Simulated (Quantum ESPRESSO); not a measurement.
# WAu in Quantum ESPRESSO: the effect of functional

Crystal: WAu.

```xyz
2
Lattice="0.0000 2.9092 2.9092 2.9092 0.0000 2.9092 2.9092 2.9092 0.0000" Properties=species:S:1:pos:R:3 pbc="T T T"
W     0.0000    0.0000    0.0000
Au    4.3638    4.3638    4.3638
```

The cell was built by a generator and needn't be a form met in nature.

Alike in all runs:

- Program: Quantum ESPRESSO 7.5
- Task: phonons
- k mesh: 8 × 8 × 8
- Occupations: cold, width 0.2 eV
- Spin: no spin polarisation

Each run relaxes the cell or the atoms first.

| functional | potentials or basis | cutoff | relaxed volume (Å³/atom) | highest phonon frequency (cm⁻¹) |
| --- | --- | --- | --- | --- |
| LDA | PseudoDojo 0.4.1 SR LDA standard | 952 eV | ? | ? |
| PBE | PseudoDojo 0.4.1 SR PBE standard | 1034 eV | 24.61 | 186 |
| PBEsol | PseudoDojo 0.4.1 SR PBEsol standard | 1034 eV | 23.70 | 195 |
| PW91 | PseudoDojo 0.4.1 SR PBE standard | 1034 eV | 24.60 | 186 |
| BLYP | PseudoDojo 0.4.1 SR PBE standard | 1034 eV | 25.80 | 175 |

Q: What does the run with functional LDA give?

A: Relaxed volume 23.15 Å³/atom; highest phonon frequency 201 cm⁻¹.

Caveats: the potentials were made for another functional, which shifts forces and pressure (some runs).
